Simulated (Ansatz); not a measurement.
## GeH6Sn, SMILES [GeH3][SnH3]: an atomisation energy, step by step

Program: the Ansatz DFT code, driven from Python.

The cells in order, each with its output:

**Cell 1**
```python
from collections import Counter
from dataclasses import dataclass

import ansatz
```

**Cell 2**
```python
@dataclass(frozen=True)
class Options:
    basis: str = "def2-SVP"
    functional: str = "cam_b3lyp"


cfg = Options()
```

**Cell 3**
```python
def energy(molecule, charge=0, unpaired=0):
    calc = (
        molecule.calculation()
        .basis(gaussian=cfg.basis)
        .functional(cfg.functional)
        .scf(lower_state_search="off")
    )
    if charge:
        calc = calc.charge(charge)
    if unpaired:
        calc = calc.spin("collinear", total=unpaired)
    report = calc.run(threads=1).report
    if report["published_state_doubts"]:
        print("  doubts:", report["published_state_doubts"])
    return report["free_energy_ev"]
```

**Cell 4**
```python
GEOMETRY = """
Ge   -0.72790    0.25050   -1.02430
Sn    0.72840   -0.29930    0.98950
H    -1.86940    1.34120   -0.61610
H    -1.41390   -0.97510   -1.54450
H     0.09790    0.87810   -2.19120
H    -0.25360   -0.94680    2.27350
H     1.95630   -1.47360    0.50390
H     1.57430    1.16790    1.55350
"""
```

**Cell 5**
```python
geh6sn = ansatz.Crystal.molecule()
for line in GEOMETRY.strip().splitlines():
    symbol, *xyz = line.split()
    geh6sn = geh6sn.atom(symbol, [float(v) for v in xyz])
```

**Cell 6**
```python
# unpaired electrons of the ground-state atoms
unpaired = {"Ge": 2, "Sn": 2, "H": 1}
counts = Counter(site.symbol for site in geh6sn.cartesian_sites)
atom_energy = {s: energy(ansatz.Crystal.molecule().atom(s, (0, 0, 0)), 0, unpaired[s]) for s in counts}
whole = energy(geh6sn, 0, 0)
for s, e in atom_energy.items():
    print(f"{s:2s} x{counts[s]}  {e:14.5f} eV")
print(f"GeH6Sn: {whole:.5f} eV")
split = sum(counts[s] * e for s, e in atom_energy.items()) - whole
print(f"atomisation energy (no zero-point term): {96.485332 * split:.1f} kJ/mol, {split / sum(counts.values()):.3f} eV an atom")
```
Output:
```text
Ge x1    -56511.97608 eV
Sn x1     -5829.51012 eV
H  x6       -13.54842 eV
GeH6Sn: -62442.09333 eV
atomisation energy (no zero-point term): 1863.8 kJ/mol, 2.415 eV an atom
```

1863.8 kJ/mol from the electronic energies, without the zero-point term.

Notes:
- The settings weren't tested for convergence.
- The geometry is a force-field or estimated start, not a minimum of this method, and the basis set is short of its limit. All parts are taken at fixed geometry, without zero-point energy.
- def2 sets replace the cores of elements past krypton by effective core potentials.
- The spin-orbit lowering of heavy atoms is left out.
- The whole script took 3.7 s on 1 thread of Arm Neoverse V2, on a shared host, peak memory 0.22 GiB.
